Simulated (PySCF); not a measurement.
# Aluminium: the same states on changed settings

These states were run before on sound settings. What differs here: initial guess minao, at most 50 SCF cycles. What does it move?

Method: unrestricted determinants in a Gaussian basis, no spin-orbit coupling in the energies. Code: PySCF 2.14.0.

### 1 The atom as given

```
Element                                   : aluminium (Z = 13)
Basis                                     : cc-pVDZ-DK (4s3p1d, 18 functions)
Hamiltonian                               : the spin-free X2C one-electron Hamiltonian (Gaussian nucleus)
State 1                                   : Al⁺: [Ne] 3s2, closed-shell 1S
State 2                                   : Al²⁺: [Ne] 3s1, 2S determinant
Methods                                   : UHF, PBE, LDA, MP2, CCSD(T)
Core shells frozen in the correlated runs : valence: [Ne] (for Al⁺)
```

Outer shells as boxes (Hund's rule):

Al+ [Ne] 3s2
```
[Ne] core
3s [↑↓]
```

Al2+ [Ne] 3s1
```
[Ne] core
3s [↑ ]
```

The sound run (cc-pVDZ-DK, scalar relativity by spin-free X2C-1e, symmetry-adapted start, fine grid, valence correlation) gave:

```csv
species,method,energy (hartree)
Al⁺,UHF,-242.10361
Al⁺,PBE,-242.44069
Al⁺,LDA,-241.51403
Al⁺,MP2 (valence),-242.12858
Al⁺,CCSD(T) (valence),-242.14201
Al²⁺,UHF,-241.45776
Al²⁺,PBE,-241.74870
Al²⁺,LDA,-240.81764
```

The runs were made by one driver on top of PySCF. The scripts below sum up each run's settings (the driver also hands on starting orbitals that pick excited configurations, and frozen orbitals as a list rather than a count), and the logs come from the driver's own runs.

It was started by

```sh
> OMP_NUM_THREADS=1 python atomrun2.py TASK.json OUT
```

The integrals over 18 functions and the set-up took 0.01 s of CPU time.

### 2 Changed run, Al⁺

Level: UHF.

Input file input.py:

```python
from pyscf import gto, scf, dft, mp, cc
import basis_set_exchange as bse
mol = gto.M(atom="Al 0 0 0", charge=1, spin=0, symmetry="D2h",
            basis=gto.basis.parse(bse.get_basis("cc-pVDZ-DK", elements=["Al"], fmt="nwchem", header=False)),
            nucmod="G")
mf = scf.UHF(mol).sfx2c1e()
mf.irrep_nelec = {'Ag': (3, 3), 'B1u': (1, 1), 'B2u': (1, 1), 'B3u': (1, 1)}
mf.init_guess = "minao"
mf.max_cycle = 50
mf.kernel()
```

The log of the run:

```text
damping factor = 0
level_shift factor = 0
DIIS = <class 'pyscf.scf.diis.CDIIS'>
diis_start_cycle = 1
diis_space = 10
diis_damp = 0
SCF conv_tol = 1e-09
SCF conv_tol_grad = None
number electrons alpha = 6  beta = 6
irrep_nelec {'Ag': (3, 3), 'B1g': (0, 0), 'B2g': (0, 0), 'B3g': (0, 0), 'B1u': (1, 1), 'B2u': (1, 1), 'B3u': (1, 1)}
alpha HOMO (Ag) = -0.376592141593061  LUMO (B1u) = 0.0114787456513987
  HOMO = -0.376592141593  LUMO = 0.0114787456514  gap/eV = 10.55995
cycle= 1 E= -242.09637035077  delta_E= 0.0878  |g|= 0.0653  |ddm|= 0.77
alpha HOMO (Ag) = -0.663933568582098  LUMO (B1u) = -0.208657076592933
  HOMO = -0.663933568582  LUMO = -0.208657076593  gap/eV = 12.38870
cycle= 2 E= -242.1032171723  delta_E= -0.00685  |g|= 0.0152  |ddm|= 0.861
alpha HOMO (Ag) = -0.654419736151236  LUMO (B1u) = -0.195668643042046
  HOMO = -0.654419736151  LUMO = -0.195668643042  gap/eV = 12.48325
cycle= 3 E= -242.103603519014  delta_E= -0.000386  |g|= 0.00168  |ddm|= 0.272
alpha HOMO (Ag) = -0.653614204055012  LUMO (B1u) = -0.194681388200958
  HOMO = -0.653614204055  LUMO = -0.194681388201  gap/eV = 12.48820
cycle= 4 E= -242.103607768506  delta_E= -4.25e-06  |g|= 1.87e-05  |ddm|= 0.0322
alpha HOMO (Ag) = -0.653614276200932  LUMO (B1u) = -0.194681659830725
  HOMO = -0.653614276201  LUMO = -0.194681659831  gap/eV = 12.48819
cycle= 5 E= -242.103607768606  delta_E= -1e-10  |g|= 2.22e-07  |ddm|= 4.35e-05
converged SCF energy = -242.103607768606  <S^2> = 6.2172489e-15  2S+1 = 1
```

It took 0.06 s on 1 thread of Neoverse-V1, shared host, the integrals not counted.

Orbital energies by shell (radii are means over both spins):

```csv
shell,electrons,mean orbital energy (eV),spread (eV),rms radius (bohr)
1s,2,-1603.8,0,0.139
2s,2,-142.54,0,0.675
2p,6,-95.904,0,0.674
3s,2,-17.786,0,2.62
```

⟨S²⟩ = 0.000, ⟨L²⟩ = 0.00.

Level: PBE.

Changes to input.py:

```diff
@@ -5,3 +5,3 @@
             nucmod="G")
-mf = scf.UHF(mol).sfx2c1e()
+mf = dft.UKS(mol, xc="PBE").sfx2c1e()
 mf.irrep_nelec = {'Ag': (3, 3), 'B1u': (1, 1), 'B2u': (1, 1), 'B3u': (1, 1)}
```

The log of the run:

```text
damping factor = 0
level_shift factor = 0
DIIS = <class 'pyscf.scf.diis.CDIIS'>
diis_start_cycle = 1
diis_space = 10
diis_damp = 0
SCF conv_tol = 1e-09
SCF conv_tol_grad = None
number electrons alpha = 6  beta = 6
irrep_nelec {'Ag': (3, 3), 'B1g': (0, 0), 'B2g': (0, 0), 'B3g': (0, 0), 'B1u': (1, 1), 'B2u': (1, 1), 'B3u': (1, 1)}
XC functionals = PBE
    J. P. Perdew, K. Burke, and M. Ernzerhof.,  Phys. Rev. Lett. 77, 3865 (1996)
    J. P. Perdew, K. Burke, and M. Ernzerhof.,  Phys. Rev. Lett. 78, 1396 (1997)
    J. P. Perdew, K. Burke, and M. Ernzerhof.,  Phys. Rev. Lett. 77, 3865 (1996)
    J. P. Perdew, K. Burke, and M. Ernzerhof.,  Phys. Rev. Lett. 78, 1396 (1997)
alpha HOMO (Ag) = -0.26699838176733  LUMO (B1u) = -0.0851472634067211
  HOMO = -0.266998381767  LUMO = -0.0851472634067  gap/eV = 4.94842
cycle= 1 E= -242.429440492792  delta_E= 0.217  |g|= 0.089  |ddm|= 0.76
alpha HOMO (Ag) = -0.570667798080161  LUMO (B1u) = -0.354710042410737
  HOMO = -0.57066779808  LUMO = -0.354710042411  gap/eV = 5.87651
cycle= 2 E= -242.440413141681  delta_E= -0.011  |g|= 0.022  |ddm|=  1.7
alpha HOMO (Ag) = -0.547568186791209  LUMO (B1u) = -0.3348234947808
  HOMO = -0.547568186791  LUMO = -0.334823494781  gap/eV = 5.78908
cycle= 3 E= -242.440685526379  delta_E= -0.000272  |g|= 0.000663  |ddm|= 0.205
alpha HOMO (Ag) = -0.54569197273702  LUMO (B1u) = -0.333165407219433
  HOMO = -0.545691972737  LUMO = -0.333165407219  gap/eV = 5.78314
cycle= 4 E= -242.440686045385  delta_E= -5.19e-07  |g|= 5.74e-06  |ddm|= 0.0117
alpha HOMO (Ag) = -0.545679965767788  LUMO (B1u) = -0.33315649072088
  HOMO = -0.545679965768  LUMO = -0.333156490721  gap/eV = 5.78306
cycle= 5 E= -242.440686045428  delta_E= -4.33e-11  |g|= 1.46e-08  |ddm|= 0.000109
converged SCF energy = -242.440686045428  <S^2> = 6.2172489e-15  2S+1 = 1
```

Time after the integrals: 0.1 s (1 thread of Neoverse-V1, shared host).

Level: LDA.

Changes to input.py:

```diff
@@ -5,3 +5,3 @@
             nucmod="G")
-mf = dft.UKS(mol, xc="PBE").sfx2c1e()
+mf = dft.UKS(mol, xc="LDA,VWN").sfx2c1e()
 mf.irrep_nelec = {'Ag': (3, 3), 'B1u': (1, 1), 'B2u': (1, 1), 'B3u': (1, 1)}
```

The log of the run:

```text
damping factor = 0
level_shift factor = 0
DIIS = <class 'pyscf.scf.diis.CDIIS'>
diis_start_cycle = 1
diis_space = 10
diis_damp = 0
SCF conv_tol = 1e-09
SCF conv_tol_grad = None
number electrons alpha = 6  beta = 6
irrep_nelec {'Ag': (3, 3), 'B1g': (0, 0), 'B2g': (0, 0), 'B3g': (0, 0), 'B1u': (1, 1), 'B2u': (1, 1), 'B3u': (1, 1)}
XC functionals = LDA,VWN
    P. A. M. Dirac.,  Math. Proc. Cambridge Philos. Soc. 26, 376 (1930)
    F. Bloch.,  Z. Phys. 57, 545 (1929)
    S. H. Vosko, L. Wilk, and M. Nusair.,  Can. J. Phys. 58, 1200 (1980)
alpha HOMO (Ag) = -0.270011175883104  LUMO (B1u) = -0.0878058111080366
  HOMO = -0.270011175883  LUMO = -0.087805811108  gap/eV = 4.95806
cycle= 1 E= -241.50252336065  delta_E= 0.218  |g|= 0.0926  |ddm|= 0.751
alpha HOMO (Ag) = -0.575092971615272  LUMO (B1u) = -0.358328943786503
  HOMO = -0.575092971615  LUMO = -0.358328943787  gap/eV = 5.89845
cycle= 2 E= -241.513725437529  delta_E= -0.0112  |g|= 0.0237  |ddm|= 1.74
alpha HOMO (Ag) = -0.551353768005595  LUMO (B1u) = -0.337942231332593
  HOMO = -0.551353768006  LUMO = -0.337942231333  gap/eV = 5.80722
cycle= 3 E= -241.514033570515  delta_E= -0.000308  |g|= 0.000708  |ddm|= 0.214
alpha HOMO (Ag) = -0.549318044858106  LUMO (B1u) = -0.336166587539794
  HOMO = -0.549318044858  LUMO = -0.33616658754  gap/eV = 5.80015
cycle= 4 E= -241.514034358119  delta_E= -7.88e-07  |g|= 1.61e-05  |ddm|= 0.0149
alpha HOMO (Ag) = -0.549305925258483  LUMO (B1u) = -0.336160110239783
  HOMO = -0.549305925258  LUMO = -0.33616011024  gap/eV = 5.79999
cycle= 5 E= -241.514034358549  delta_E= -4.3e-10  |g|= 1.62e-07  |ddm|= 0.000354
converged SCF energy = -241.514034358549  <S^2> = 6.2172489e-15  2S+1 = 1
```

It took 0.07 s on 1 thread of Neoverse-V1, shared host, the integrals not counted.

Level: MP2 (valence).

Changes to input.py:

```diff
@@ -5,3 +5,3 @@
             nucmod="G")
-mf = dft.UKS(mol, xc="LDA,VWN").sfx2c1e()
+mf = scf.UHF(mol).sfx2c1e()
 mf.irrep_nelec = {'Ag': (3, 3), 'B1u': (1, 1), 'B2u': (1, 1), 'B3u': (1, 1)}
@@ -10 +10,2 @@
 mf.kernel()
+mp.UMP2(mf, frozen=5).kernel()
```

No log was kept for this step.

It took 0.01 s on 1 thread of Neoverse-V1, shared host, the integrals not counted.

With 2 electrons correlated, the MP2 correlation energy is -0.02497 hartree (0.00000 same spin, -0.02497 opposite spin); the SCS form gives -0.02997. Largest pairs of shells: 3s-3s -0.0250.

Level: CCSD(T) (valence).

Changes to input.py:

```diff
@@ -10,2 +10,3 @@
 mf.kernel()
-mp.UMP2(mf, frozen=5).kernel()
+mycc = cc.CCSD(mf, frozen=5).run()
+mycc.ccsd_t()
```

The log of the run:

```text
CC2 = 0
CCSD nocc = 1, nmo = 13
frozen orbitals [0, 1, 2, 3, 4]
max_cycle = 100
direct = 0
conv_tol = 1e-08
conv_tol_normt = 1e-06
diis_space = 8
diis_start_cycle = 0
Init t2, MP2 energy = -242.128579952218  E_corr(MP2) -0.0249721836119145
Init E_corr(CCSD) = -0.02497218361192
cycle = 1  E_corr(CCSD) = -0.0330155282874841  dE = -0.00804334468  norm(t1,t2) = 0.0510253
cycle = 2  E_corr(CCSD) = -0.0359888317949196  dE = -0.00297330351  norm(t1,t2) = 0.0231173
cycle = 3  E_corr(CCSD) = -0.0384275923232143  dE = -0.00243876053  norm(t1,t2) = 0.0112794
cycle = 4  E_corr(CCSD) = -0.0383996170928471  dE = 2.79752304e-05  norm(t1,t2) = 0.000574828
cycle = 5  E_corr(CCSD) = -0.0384048203639456  dE = -5.2032711e-06  norm(t1,t2) = 5.95069e-05
cycle = 6  E_corr(CCSD) = -0.0384004376141162  dE = 4.38274983e-06  norm(t1,t2) = 1.5112e-05
cycle = 7  E_corr(CCSD) = -0.0384014625320479  dE = -1.02491793e-06  norm(t1,t2) = 4.34223e-06
cycle = 8  E_corr(CCSD) = -0.0384014372420479  dE = 2.529e-08  norm(t1,t2) = 1.93903e-07
cycle = 9  E_corr(CCSD) = -0.038401429850309  dE = 7.39173888e-09  norm(t1,t2) = 7.36908e-08
CCSD converged
E(CCSD) = -242.1420091984567  E_corr = -0.03840142985030897
```

It took 0.05 s on 1 thread of Neoverse-V1, shared host, the integrals not counted.

CCSD correlation -0.03840 hartree, triples 0.00000; total -242.142009. T1 = 0.007, largest double amplitude 0.114. With two correlated electrons the triples vanish and CCSD is exact in this space.

### 3 Changed run, Al²⁺

Level: UHF.

Input file input.py:

```python
from pyscf import gto, scf, dft, mp, cc
import basis_set_exchange as bse
mol = gto.M(atom="Al 0 0 0", charge=2, spin=1, symmetry="D2h",
            basis=gto.basis.parse(bse.get_basis("cc-pVDZ-DK", elements=["Al"], fmt="nwchem", header=False)),
            nucmod="G")
mf = scf.UHF(mol).sfx2c1e()
mf.irrep_nelec = {'Ag': (3, 2), 'B1u': (1, 1), 'B2u': (1, 1), 'B3u': (1, 1)}
mf.init_guess = "minao"
mf.max_cycle = 50
mf.kernel()
```

The log of the run:

```text
damping factor = 0
level_shift factor = 0
DIIS = <class 'pyscf.scf.diis.CDIIS'>
diis_start_cycle = 1
diis_space = 10
diis_damp = 0
SCF conv_tol = 1e-09
SCF conv_tol_grad = None
number electrons alpha = 6  beta = 5
irrep_nelec {'Ag': (3, 2), 'B1g': (0, 0), 'B2g': (0, 0), 'B3g': (0, 0), 'B1u': (1, 1), 'B2u': (1, 1), 'B3u': (1, 1)}
alpha HOMO (Ag) = -0.376592141593061  LUMO (B1u) = 0.0114787456513987

WARN: HOMO -0.376592141593061 >= LUMO -0.376592141593061

cycle= 1 E= -241.435199255899  delta_E= 0.749  |g|= 0.124  |ddm|= 1.43
alpha HOMO (Ag) = -1.02627523819231  LUMO (B1u) = -0.526207898290856
  HOMO = -1.02627523819  LUMO = -0.665286302319  gap/eV = 9.82301
cycle= 2 E= -241.456059261058  delta_E= -0.0209  |g|= 0.0321  |ddm|= 1.57
alpha HOMO (Ag) = -1.03241829863215  LUMO (B1u) = -0.508990572816063
  HOMO = -1.03241829863  LUMO = -0.64088865712  gap/eV = 10.65406
cycle= 3 E= -241.457735937438  delta_E= -0.00168  |g|= 0.00392  |ddm|= 0.706
alpha HOMO (Ag) = -1.0316556384302  LUMO (B1u) = -0.50757908503742
  HOMO = -1.03165563843  LUMO = -0.639681525992  gap/eV = 10.66616
cycle= 4 E= -241.457760000671  delta_E= -2.41e-05  |g|= 4.19e-05  |ddm|= 0.101
alpha HOMO (Ag) = -1.03163060845515  LUMO (B1u) = -0.507580290624101
  HOMO = -1.03163060846  LUMO = -0.639694127595  gap/eV = 10.66513
cycle= 5 E= -241.457760001274  delta_E= -6.04e-10  |g|= 1.55e-06  |ddm|= 0.000283
converged SCF energy = -241.457760001274  <S^2> = 0.75003668  2S+1 = 2.0000367
```

Time after the integrals: 0.06 s (1 thread of Neoverse-V1, shared host).

Orbital energies by shell (radii are means over both spins):

```csv
shell,electrons,mean orbital energy (eV),spread (eV),rms radius (bohr)
1s α,1,-1616.7,0,0.139
1s β,1,-1616.4,0,0.139
2s α,1,-154.92,0,0.675
2s β,1,-154.28,0,0.675
2p α,3,-108.26,0,0.672
2p β,3,-108.02,0,0.672
3s α,1,-28.072,0,2.40
```

⟨S²⟩ = 0.750, ⟨L²⟩ = 0.00.

Level: PBE.

Changes to input.py:

```diff
@@ -5,3 +5,3 @@
             nucmod="G")
-mf = scf.UHF(mol).sfx2c1e()
+mf = dft.UKS(mol, xc="PBE").sfx2c1e()
 mf.irrep_nelec = {'Ag': (3, 2), 'B1u': (1, 1), 'B2u': (1, 1), 'B3u': (1, 1)}
```

The log of the run:

```text
damping factor = 0
level_shift factor = 0
DIIS = <class 'pyscf.scf.diis.CDIIS'>
diis_start_cycle = 1
diis_space = 10
diis_damp = 0
SCF conv_tol = 1e-09
SCF conv_tol_grad = None
number electrons alpha = 6  beta = 5
irrep_nelec {'Ag': (3, 2), 'B1g': (0, 0), 'B2g': (0, 0), 'B3g': (0, 0), 'B1u': (1, 1), 'B2u': (1, 1), 'B3u': (1, 1)}
XC functionals = PBE
    J. P. Perdew, K. Burke, and M. Ernzerhof.,  Phys. Rev. Lett. 77, 3865 (1996)
    J. P. Perdew, K. Burke, and M. Ernzerhof.,  Phys. Rev. Lett. 78, 1396 (1997)
    J. P. Perdew, K. Burke, and M. Ernzerhof.,  Phys. Rev. Lett. 77, 3865 (1996)
    J. P. Perdew, K. Burke, and M. Ernzerhof.,  Phys. Rev. Lett. 78, 1396 (1997)
alpha HOMO (Ag) = -0.26699838176733  LUMO (B1u) = -0.0851472634067211

WARN: HOMO -0.26699838176733 >= LUMO -0.26699838176733

cycle= 1 E= -241.72189624343  delta_E= 0.924  |g|= 0.15  |ddm|= 1.43
alpha HOMO (Ag) = -0.923503858699571  LUMO (B2u) = -0.67971447086076
  HOMO = -0.9235038587  LUMO = -0.847550226289  gap/eV = 2.06680
cycle= 2 E= -241.748509763914  delta_E= -0.0266  |g|= 0.0254  |ddm|= 2.62
alpha HOMO (Ag) = -0.902798724907846  LUMO (B2u) = -0.659436914249286
  HOMO = -0.902798724908  LUMO = -0.812310480859  gap/eV = 2.46231
cycle= 3 E= -241.748703010417  delta_E= -0.000193  |g|= 0.00107  |ddm|= 0.0618
alpha HOMO (Ag) = -0.901161858814923  LUMO (B2u) = -0.657715293857372
  HOMO = -0.901161858815  LUMO = -0.810652361509  gap/eV = 2.46289
cycle= 4 E= -241.748703355043  delta_E= -3.45e-07  |g|= 5.84e-06  |ddm|= 0.00377
alpha HOMO (Ag) = -0.901168118026725  LUMO (B2u) = -0.657720935065457
  HOMO = -0.901168118027  LUMO = -0.810644994188  gap/eV = 2.46326
cycle= 5 E= -241.748703355055  delta_E= -1.24e-11  |g|= 2.49e-08  |ddm|= 3.14e-05
converged SCF energy = -241.748703355055  <S^2> = 0.7500237  2S+1 = 2.0000237
```

Time after the integrals: 0.1 s (1 thread of Neoverse-V1, shared host).

Level: LDA.

Changes to input.py:

```diff
@@ -5,3 +5,3 @@
             nucmod="G")
-mf = dft.UKS(mol, xc="PBE").sfx2c1e()
+mf = dft.UKS(mol, xc="LDA,VWN").sfx2c1e()
 mf.irrep_nelec = {'Ag': (3, 2), 'B1u': (1, 1), 'B2u': (1, 1), 'B3u': (1, 1)}
```

The log of the run:

```text
damping factor = 0
level_shift factor = 0
DIIS = <class 'pyscf.scf.diis.CDIIS'>
diis_start_cycle = 1
diis_space = 10
diis_damp = 0
SCF conv_tol = 1e-09
SCF conv_tol_grad = None
number electrons alpha = 6  beta = 5
irrep_nelec {'Ag': (3, 2), 'B1g': (0, 0), 'B2g': (0, 0), 'B3g': (0, 0), 'B1u': (1, 1), 'B2u': (1, 1), 'B3u': (1, 1)}
XC functionals = LDA,VWN
    P. A. M. Dirac.,  Math. Proc. Cambridge Philos. Soc. 26, 376 (1930)
    F. Bloch.,  Z. Phys. 57, 545 (1929)
    S. H. Vosko, L. Wilk, and M. Nusair.,  Can. J. Phys. 58, 1200 (1980)
alpha HOMO (Ag) = -0.270011175883104  LUMO (B1u) = -0.0878058111080366

WARN: HOMO -0.270011175883104 >= LUMO -0.270011175883104

cycle= 1 E= -240.789759473689  delta_E= 0.931  |g|= 0.158  |ddm|= 1.43
alpha HOMO (Ag) = -0.927916578298903  LUMO (B2u) = -0.683923006966444
  HOMO = -0.927916578299  LUMO = -0.864318452079  gap/eV = 1.73059
cycle= 2 E= -240.817408045454  delta_E= -0.0276  |g|= 0.0282  |ddm|= 2.64
alpha HOMO (Ag) = -0.906105056486134  LUMO (B2u) = -0.662643617652729
  HOMO = -0.906105056486  LUMO = -0.835970958697  gap/eV = 1.90845
cycle= 3 E= -240.817640371236  delta_E= -0.000232  |g|= 0.00105  |ddm|= 0.0452
alpha HOMO (Ag) = -0.904113925454246  LUMO (B2u) = -0.660564516633654
  HOMO = -0.904113925454  LUMO = -0.833578006282  gap/eV = 1.91938
cycle= 4 E= -240.8176408149  delta_E= -4.44e-07  |g|= 9.54e-06  |ddm|= 0.00852
alpha HOMO (Ag) = -0.904127475334701  LUMO (B2u) = -0.660575720427934
  HOMO = -0.904127475335  LUMO = -0.83358962929  gap/eV = 1.91943
cycle= 5 E= -240.817640814953  delta_E= -5.31e-11  |g|= 1.23e-08  |ddm|= 0.000122
converged SCF energy = -240.817640814953  <S^2> = 0.75003213  2S+1 = 2.0000321
```

Time after the integrals: 0.07 s (1 thread of Neoverse-V1, shared host).

### 4 Against the sound run

```csv
species,method,converged,energy less sound run (eV)
Al⁺,UHF,yes,-0.0000
Al⁺,PBE,yes,+0.0000
Al⁺,LDA,yes,-0.0000
Al⁺,MP2 (valence),yes,-0.0000
Al⁺,CCSD(T) (valence),yes,-0.0000
Al²⁺,UHF,yes,+0.0000
Al²⁺,PBE,yes,+0.0000
Al²⁺,LDA,yes,+0.0000
```

Ionisation energy of Al⁺:

```csv
method,sound run (eV),changed run (eV),shift (eV)
UHF,17.574,17.574,+0.000
PBE,18.830,18.830,+0.000
LDA,18.950,18.950,+0.000
MP2,18.254,18.254,+0.000
SCS-MP2,18.390,18.390,+0.000
CCSD,18.619,18.619,+0.000
CCSD(T),18.619,18.619,+0.000
CCSDT,18.619,18.619,+0.000
FCI,18.619,18.619,+0.000
```

### 5 Outcome

```
                                 quantity                                       value
                                   change  initial guess minao, at most 50 SCF cycles
                           runs converged                                      8 of 8
largest shift of a converged total energy                                    0.000 eV
   largest shift of the ionisation energy                         +0.000 eV (SCS-MP2)
```

The difference hardly moves. Here the plain start reaches the same solutions.
